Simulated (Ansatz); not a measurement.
# C₂H₅Ga: vertical ionisation energy

How much energy removes an electron from C₂H₅Ga at fixed geometry? The cation is run at each level and the neutral's energy taken from earlier runs.

The runs use Ansatz 0.2.0, Gaussian basis; unrestricted cation, the program's frozen cores in correlated methods.

Plan: UKS PBE-D4/def2-TZVPP; UKS r2SCAN-D4/def2-TZVPP; UKS PBE0-D4/def2-TZVPP; UKS B3LYP-D4/def2-TZVPP; UKS wB97X-V/def2-TZVPP; UKS wB97M-V/def2-TZVPP; UKS B2PLYP/def2-TZVPP; UHF-CCSD(T)/def2-TZVPP; UHF-MP2/def2-QZVPP; extrapolation to the limit; then −ε(HOMO) from the neutral's earlier runs with LDA (SPW92), PBE-D4, revPBE-D4, BLYP-D4, r2SCAN-D4, B97M-V, PBE0-D4, B3LYP-D4, r2SCANh-D4, r2SCAN0-D4, HSE06-D4, BHLYP-D4, CAM-B3LYP-D4, LC-ωPBE, ωB97X-V, ωB97M-V.

**1. The relaxed structure**

All runs share one geometry, relaxed beforehand with PBE0-D4 in a triple-zeta def2 set.

SMILES `C=[CH][GaH2]`, 8 atoms, charge 0, spin multiplicity 1.

Atoms are counted from 1 here; the program's logs count them from 0.

Bond lengths: C1–C2 1.334 Å, C1–H4 1.088 Å, C1–H5 1.089 Å, C2–Ga3 1.950 Å, C2–H6 1.089 Å, Ga3–H7 1.572 Å, Ga3–H8 1.569 Å. Angles: C2–C1–H4 121.7°, C2–C1–H5 122.7°, H4–C1–H5 115.6°, C1–C2–Ga3 120.5°, C1–C2–H6 117.7°, Ga3–C2–H6 121.8°, C2–Ga3–H7 116.7°, C2–Ga3–H8 122.0°, H7–Ga3–H8 121.3°.

**2. Cation, UKS PBE-D4/def2-TZVPP**

The input, in.yaml:

```yaml
crystal:
  periodic: [false, false, false]
  atoms:
    - {symbol: C, position_ang: [-0.547278, 1.051877, -0.727256]}
    - {symbol: C, position_ang: [-0.430953, 0.357416, 0.405617]}
    - {symbol: Ga, position_ang: [0.744898, -1.195277, 0.498988]}
    - {symbol: H, position_ang: [0.002903, 0.778760, -1.624968]}
    - {symbol: H, position_ang: [-1.193124, 1.923430, -0.818210]}
    - {symbol: H, position_ang: [-1.012234, 0.689191, 1.264354]}
    - {symbol: H, position_ang: [1.528502, -1.568262, -0.811694]}
    - {symbol: H, position_ang: [0.907287, -2.037115, 1.813149]}
basis:
  gaussian: {orbitals: def2-TZVPP}
total_charge: 1
magnetization: {spin_polarized: true, initial_magnetization: 1}
hamiltonian: {xc: pbe, dispersion: d4}
```

Started as:

```console
> ansatz run in.yaml --threads 4 --pin off --events-out ev --progress --plain --max-ram 10444MiB
```

Log:

```text
Functional definition: PBE
  name "PBE"
  cite "Perdew, Burke & Ernzerhof, Phys. Rev. Lett. 77, 3865 (1996) doi:10.1103/PhysRevLett.77.3865"
  parent pbe
  parameter kappa = 0.804
  parameter beta = 0.06672455060314922
  exchange = pbe_x(kappa = kappa, mu = beta*pi^2/3)
  correlation = pbe_c(beta = beta)
1023 factors; their error is unknown
mean field evaluation 1: about -54460.8038 eV, gradient 8.7e1 eV
mean field evaluation 2: about -53975.0238 eV, gradient 2.2e2 eV
mean field evaluation 4: about -54509.5193 eV, gradient 1.7e1 eV
mean field evaluation 8: about -54511.5940 eV, gradient 6.0e0 eV
mean field evaluation 16: about -54511.3698 eV, gradient 7.6e0 eV
mean field evaluation 32: about -54512.0443 eV, gradient 3.1e-5 eV
mean field -54512.04427085 eV, -2003.2806773630 hartree, gradient 2.8e-6 eV, S^2 0.754162; 6 other end points of the search recorded, 0 dependent functions left out
reference -54512.04431149 eV, -2003.2806788564 hartree; 24, 23 occupied and 156, 157 virtual orbitals, 1023 factors
Total energy: -54512.15453318 eV, -2003.2847294289 hartree
```

Run time: 6.5 s. Hardware: 4 threads of Arm Neoverse V2, shared host; peak memory 0.39 GiB.

Less the neutral's -54522.0759 eV (earlier run), this gives 9.921 eV. ⟨S²⟩ = 0.754.

**3. Cation, UKS r2SCAN-D4/def2-TZVPP**

in.yaml, as its differences from that of step 2:

```diff
@@ -15,2 +15,2 @@
 magnetization: {spin_polarized: true, initial_magnetization: 1}
-hamiltonian: {xc: pbe, dispersion: d4}
+hamiltonian: {xc: r2scan, dispersion: d4}
```

Launched as before.

Log (excerpt; [...] marks lines left out):

```text
Functional definition: r2SCAN
  name "r2SCAN"
  cite "Furness, Kaplan, Ning, Perdew & Sun, J. Phys. Chem. Lett. 11, 8208 (2020) doi:10.1021/acs.jpclett.0c02405"
  cite "Furness, Kaplan, Ning, Perdew & Sun, J. Phys. Chem. Lett. 11, 9248 (2020) doi:10.1021/acs.jpclett.0c03077"
  parent r2scan
[...]
1023 factors; their error is unknown
[...]
mean field -54521.32977686 eV, -2003.6219134150 hartree, gradient 6.4e-6 eV, S^2 0.760006; 6 other end points of the search recorded, 0 dependent functions left out
reference -54521.32979161 eV, -2003.6219139571 hartree; 24, 23 occupied and 156, 157 virtual orbitals, 1023 factors
Total energy: -54521.35466820 eV, -2003.6228281549 hartree
```

It took 24 s on 4 threads of Arm Neoverse V2, shared host; peak memory 0.47 GiB.

The neutral molecule at this level: -54531.3635 eV. Difference: 10.009 eV. ⟨S²⟩ = 0.760.

**4. Cation, UKS PBE0-D4/def2-TZVPP**

in.yaml, as its differences from that of step 3:

```diff
@@ -15,2 +15,2 @@
 magnetization: {spin_polarized: true, initial_magnetization: 1}
-hamiltonian: {xc: r2scan, dispersion: d4}
+hamiltonian: {xc: pbe0, dispersion: d4}
```

Same command.

Log (excerpt; [...] marks lines left out):

```text
Functional definition: PBE0
  name "PBE0"
  cite "Adamo & Barone, J. Chem. Phys. 110, 6158 (1999) doi:10.1063/1.478522"
  cite "Perdew, Burke & Ernzerhof, Phys. Rev. Lett. 77, 3865 (1996) doi:10.1103/PhysRevLett.77.3865"
  parent pbe
[...]
1068 factors; their error is unknown
[...]
mean field -54513.22644951 eV, -2003.3241216275 hartree, gradient 2.9e-6 eV, S^2 0.759460; 8 other end points of the search recorded, 0 dependent functions left out
reference -54513.22648009 eV, -2003.3241227514 hartree; 24, 23 occupied and 156, 157 virtual orbitals, 1068 factors
Total energy: -54513.31874777 eV, -2003.3275135260 hartree
```

It took 31 s on 4 threads of Arm Neoverse V2, shared host; peak memory 0.67 GiB.

The neutral molecule at this level: -54523.4770 eV. Difference: 10.158 eV. ⟨S²⟩ = 0.759.

**5. Cation, UKS B3LYP-D4/def2-TZVPP**

in.yaml, as its differences from that of step 4:

```diff
@@ -15,2 +15,2 @@
 magnetization: {spin_polarized: true, initial_magnetization: 1}
-hamiltonian: {xc: pbe0, dispersion: d4}
+hamiltonian: {xc: {name: B3LYP}, dispersion: d4}
```

The command is unchanged.

Log (excerpt; [...] marks lines left out):

```text
Functional definition: B3LYP
  name "B3LYP"
  cite "Stephens, Devlin, Chabalowski & Frisch, J. Phys. Chem. 98, 11623 (1994) doi:10.1021/j100096a001"
  cite "Becke, Phys. Rev. A 38, 3098 (1988) doi:10.1103/PhysRevA.38.3098"
  cite "Lee, Yang & Parr, Phys. Rev. B 37, 785 (1988) doi:10.1103/PhysRevB.37.785"
  cite "Vosko, Wilk & Nusair, Can. J. Phys. 58, 1200 (1980) doi:10.1139/p80-159"
[...]
1058 factors; their error is unknown
[...]
mean field -54524.52915524 eV, -2003.7394884017 hartree, gradient 6.4e-6 eV, S^2 0.755919; 10 other end points of the search recorded, 0 dependent functions left out
reference -54524.52940227 eV, -2003.7394974801 hartree; 24, 23 occupied and 156, 157 virtual orbitals, 1058 factors
Total energy: -54524.70961335 eV, -2003.7461201151 hartree
```

Wall time 18 s (4 threads of Arm Neoverse V2, shared host); peak memory 0.68 GiB.

Less the neutral's -54534.9129 eV (earlier run), this gives 10.203 eV. ⟨S²⟩ = 0.756.

**6. Cation, UKS wB97X-V/def2-TZVPP**

in.yaml, as its differences from that of step 5:

```diff
@@ -15,2 +15,2 @@
 magnetization: {spin_polarized: true, initial_magnetization: 1}
-hamiltonian: {xc: {name: B3LYP}, dispersion: d4}
+hamiltonian: {xc: {name: wB97X-V}}
```

Same command.

Log (excerpt; [...] marks lines left out):

```text
Functional definition: wB97X-V
  name "wB97X-V"
  cite "Mardirossian & Head-Gordon, Phys. Chem. Chem. Phys. 16, 9904 (2014) doi:10.1039/C3CP54374A"
  cite "Becke, J. Chem. Phys. 107, 8554 (1997) doi:10.1063/1.475007"
  cite "Vydrov & Van Voorhis, J. Chem. Phys. 133, 244103 (2010) doi:10.1063/1.3521275"
[...]
      + integral(e_c_pw_opposite_spin*poly(b97_u_opposite, cos0, cos1)) + vv10(b, c)
1058 factors; their error is unknown
265 factors; integrals over basis functions are off by at most 8.6e-6 eV
[...]
mean field -54517.26494104 eV, -2003.4725334537 hartree, gradient 9.9e-6 eV, S^2 0.760049; 4 other end points of the search recorded, 0 dependent functions left out
reference -54517.26493909 eV, -2003.4725333821 hartree; 24, 23 occupied and 156, 157 virtual orbitals, 1058 factors
Total energy: -54517.26493909 eV, -2003.4725333821 hartree
```

Wall time 34 s (4 threads of Arm Neoverse V2, shared host); peak memory 0.82 GiB.

Less the neutral's -54527.5871 eV (earlier run), this gives 10.322 eV. ⟨S²⟩ = 0.760.

**7. Cation, UKS wB97M-V/def2-TZVPP**

in.yaml, as its differences from that of step 6:

```diff
@@ -15,2 +15,2 @@
 magnetization: {spin_polarized: true, initial_magnetization: 1}
-hamiltonian: {xc: {name: wB97X-V}}
+hamiltonian: {xc: {name: wB97M-V}}
```

Same command.

Log (excerpt; [...] marks lines left out):

```text
Functional definition: wB97M-V
  name "wB97M-V"
  cite "Mardirossian & Head-Gordon, J. Chem. Phys. 144, 214110 (2016) doi:10.1063/1.4952647"
  cite "Becke, J. Chem. Phys. 107, 8554 (1997) doi:10.1063/1.475007"
  cite "Vydrov & Van Voorhis, J. Chem. Phys. 133, 244103 (2010) doi:10.1063/1.3521275"
  # Of w^i u^j: cxij and so on, Table III.
[...]
  gx(w, u) = 1 - cx + cx01*u + cx10*w
  gss(w, u) = css00 + css04*u^4 + css10*w + css20*w^2 + css43*w^4*u^3
  gos(w, u) = cos00 + cos10*w + (cos20 + cos21*u)*w^2 + (cos60 + cos61*u)*w^6
[...]
      + integral(e_c_pw_mod_opposite_spin*gos(b97_w_opposite, b97_u_opposite)) + vv10(b, c)
1058 factors; their error is unknown
265 factors; integrals over basis functions are off by at most 8.6e-6 eV
[...]
mean field -54518.58971969 eV, -2003.5212181714 hartree, gradient 1.5e-6 eV, S^2 0.754783; 8 other end points of the search recorded, 0 dependent functions left out
reference -54518.58976833 eV, -2003.5212199589 hartree; 24, 23 occupied and 156, 157 virtual orbitals, 1058 factors
Total energy: -54518.58976833 eV, -2003.5212199589 hartree
```

Run time: 66 s. Hardware: 4 threads of Arm Neoverse V2, shared host; peak memory 0.87 GiB.

The neutral molecule at this level: -54528.8991 eV. Difference: 10.309 eV. ⟨S²⟩ = 0.755.

**8. Cation, UKS B2PLYP (frozen core)/def2-TZVPP**

in.yaml, as its differences from that of step 7:

```diff
@@ -15,2 +15,2 @@
 magnetization: {spin_polarized: true, initial_magnetization: 1}
-hamiltonian: {xc: {name: wB97M-V}}
+hamiltonian: {xc: {name: B2PLYP}}
```

Same command.

Log (excerpt; [...] marks lines left out):

```text
Functional definition: B2PLYP
  name "B2PLYP"
  cite "Grimme, J. Chem. Phys. 124, 034108 (2006) doi:10.1063/1.2148954"
  cite "Becke, Phys. Rev. A 38, 3098 (1988) doi:10.1103/PhysRevA.38.3098"
  cite "Lee, Yang & Parr, Phys. Rev. B 37, 785 (1988) doi:10.1103/PhysRevB.37.785"
[...]
1080 factors; integrals over basis functions are off by at most 1.0e-3 eV
[...]
mean field -54506.22238661 eV, -2003.0667270635 hartree, gradient 3.9e-6 eV, S^2 0.752863; 6 other end points of the search recorded, 0 dependent functions left out
11 core orbitals not correlated: weight in the atoms' cores, before any rotation towards them, 1.000 or more for the frozen orbitals, at most 0.000 for the correlated occupied ones
reference -54506.22254370 eV, -2003.0667328365 hartree; 13, 12 occupied and 156, 157 virtual orbitals, 1080 factors
second order -16.38055548 eV of doubles, -0.00000000 eV of singles
Total energy: -54510.64529368 eV, -2003.2292659004 hartree
```

It took 21 s on 4 threads of Arm Neoverse V2, shared host; peak memory 0.63 GiB.

Less the neutral's -54521.0629 eV (earlier run), this gives 10.418 eV. ⟨S²⟩ = 0.753.

**9. Cation, UHF-CCSD(T)/def2-TZVPP**

in.yaml, as its differences from that of step 8:

```diff
@@ -15,2 +15,3 @@
 magnetization: {spin_polarized: true, initial_magnetization: 1}
-hamiltonian: {xc: {name: B2PLYP}}
+correlation: {method: ccsd_t}
+scf: {omitted_lower_state_checks: [cluster_reference]}
```

The command is unchanged.

Log (excerpt; [...] marks lines left out):

```text
Functional definition: HF
  name "HF"
  cite "Fock, Z. Phys. 61, 126 (1930) doi:10.1007/BF01340294"
  parent pbe
[...]
1080 factors; integrals over basis functions are off by at most 1.0e-3 eV
[...]
mean field -54465.14065135 eV, -2001.5570011390 hartree, gradient 4.3e-6 eV, S^2 0.755080; 5 other end points of the search recorded, 0 dependent functions left out
11 core orbitals not correlated: weight in the atoms' cores, before any rotation towards them, 1.000 or more for the frozen orbitals, at most 0.000 for the correlated occupied ones
reference -54465.14065135 eV, -2001.5570011390 hartree; 13, 12 occupied and 156, 157 virtual orbitals, 1080 factors
second order -13.40375502 eV of doubles, -0.00000000 eV of singles
cycle   1  -13.78722396 eV  change   -3.8e-1 eV  update   9.2e-2
[...]
cycle   9  -14.34330984 eV  change   -1.4e-5 eV  update   2.6e-5
perturbative correction -0.50278609 eV, -0.0184770479 hartree
Total energy: -54479.98674728 eV, -2002.1025851012 hartree
Checks for a lower state left out: cluster_reference
```

It took 1.8 min on 4 threads of Arm Neoverse V2, shared host; peak memory 4.3 GiB.

The neutral molecule at this level: -54490.5046 eV. Difference: 10.518 eV. ⟨S²⟩ = 0.755. T1 = 0.011 (report).

**10. Cation, UHF-MP2/def2-QZVPP**

in.yaml, as its differences from that of step 9:

```diff
@@ -12,6 +12,6 @@
 basis:
-  gaussian: {orbitals: def2-TZVPP}
+  gaussian: {orbitals: "def2-QZVPP.json"}
 total_charge: 1
 magnetization: {spin_polarized: true, initial_magnetization: 1}
-correlation: {method: ccsd_t}
+correlation: {method: mp2}
 scf: {omitted_lower_state_checks: [cluster_reference]}
```

Launched as before.

Log (excerpt; [...] marks lines left out):

```text
Functional definition: HF
  name "HF"
  cite "Fock, Z. Phys. 61, 126 (1930) doi:10.1007/BF01340294"
  parent pbe
[...]
2150 factors; integrals over basis functions are off by at most 9.6e-4 eV
[...]
mean field -54466.35983272 eV, -2001.6018052279 hartree, gradient 3.9e-6 eV, S^2 0.755165; 5 other end points of the search recorded, 0 dependent functions left out
11 core orbitals not correlated: weight in the atoms' cores, before any rotation towards them, 1.000 or more for the frozen orbitals, at most 0.000 for the correlated occupied ones
reference -54466.35983272 eV, -2001.6018052279 hartree; 13, 12 occupied and 329, 330 virtual orbitals, 2150 factors
second order -20.63260241 eV of doubles, -0.00000000 eV of singles
Total energy: -54486.99243514 eV, -2002.3600393813 hartree
Checks for a lower state left out: cluster_reference
```

It took 44 s on 4 threads of Arm Neoverse V2, shared host; peak memory 1.5 GiB.

The neutral molecule at this level: -54497.6499 eV. Difference: 10.657 eV. ⟨S²⟩ = 0.755.

**11. The basis-set limit**

This step is arithmetic on the last runs, with X = 3 and 4: exp(−7.88√X) for Hartree-Fock, X^−2.97 for correlation; only MP2 was run in the larger set, so CCSD(T) minus MP2 is added from the smaller one.

```tsv
level	energy at the limit (eV)
HF	-54466.5278
MP2	-54492.5151
CCSD	-54493.4546
CCSD(T)	-54493.9574
```

This is no true limit for total energies: MP2 correlation changes by a factor of 1.54 from triple to quadruple zeta (about 1.07 in light molecules), because outer-core shells are correlated in sets not made for them. Much of that cancels between molecule and atoms or ions.

The neutral's limit, from its own earlier runs, is -54504.5649 eV in the additive form (MP2 limit plus CCSD(T) minus MP2 in triple zeta), in which the cation has -54493.9574 eV.

**12. The ladder**

Differences are taken before rounding.

```tsv
method	ionisation energy (eV)	from CCSD(T)/CBS (eV)	time
PBE-D4	9.92	-0.69	7.8 s
r2SCAN-D4	10.01	-0.60	27 s
PBE0-D4	10.16	-0.45	32 s
B3LYP-D4	10.20	-0.40	20 s
ωB97X-V	10.32	-0.29	38 s
ωB97M-V	10.31	-0.30	72 s
B2PLYP	10.42	-0.19	23 s
HF/def2-TZVPP	8.81	-1.80	
MP2/def2-TZVPP	10.61	0.00	
CCSD/def2-TZVPP	10.34	-0.27	
CCSD(T)/def2-TZVPP	10.52	-0.09	2.3 min
CCSD(T)/CBS	10.61	0	3.1 min
```

Among the levels timed on like hardware and quicker than the yardstick, those that no quicker one beats, quickest first: PBE-D4 (7.8 s, -0.69 eV); B3LYP-D4 (20 s, -0.40 eV); B2PLYP (23 s, -0.19 eV); CCSD(T)/def2-TZVPP (2.3 min, -0.09 eV).

Times add the cation's run and the neutral's; HF, MP2 and CCSD come out of the CCSD(T) runs.

For comparison, −ε(HOMO) of the neutral from earlier runs:

```tsv
functional	−ε(HOMO) (eV)	by energy difference (eV)
LDA (SPW92)	6.88	
PBE-D4	6.79	9.92
revPBE-D4	6.74	
BLYP-D4	6.69	
r2SCAN-D4	7.05	10.01
B97M-V	7.15	
PBE0-D4	8.04	10.16
B3LYP-D4	7.84	10.20
r2SCANh-D4	7.51	
r2SCAN0-D4	8.21	
HSE06-D4	7.64	
BHLYP-D4	9.02	
CAM-B3LYP-D4	9.41	
LC-ωPBE	10.74	
ωB97X-V	10.40	10.32
ωB97M-V	10.24	10.31
```

**13. What came out**

| quantity | value |
| --- | --- |
| ionisation energy, CCSD(T)/CBS | 10.61 eV |
| nearest functional by difference | B2PLYP (-0.19 eV) |
| nearest −ε(HOMO) | LC-ωPBE (+0.13 eV) |
| −ε(HOMO) of PBE | 6.79 eV |
| T1 of the cation | 0.011 |

In words: Energy differences with functionals land within 0.69 eV of the reference. The PBE orbital energy is 3.8 eV too small: a semilocal HOMO is no ionisation energy. Among orbital estimates LC-ωPBE comes nearest. Hartree-Fock falls 1.80 eV short, as the neutral has more correlation energy than the cation. The cation may have settled in a state other than its lowest; no search over hole states beyond the program's own was made. Correlated methods include outer-core shells of Ga, which these sets cover unevenly. With outer-core shells in play the reference is unsure by up to some tenths of an eV, so close misses can't be ranked.

CCSD(T)/def2-TZVPP reaches 0.09 eV from the reference in 2.3 min, where CCSD(T)/CBS took 3.1 min; the quickest level in the cost chart, PBE-D4, takes 7.8 s and misses by 0.69 eV.
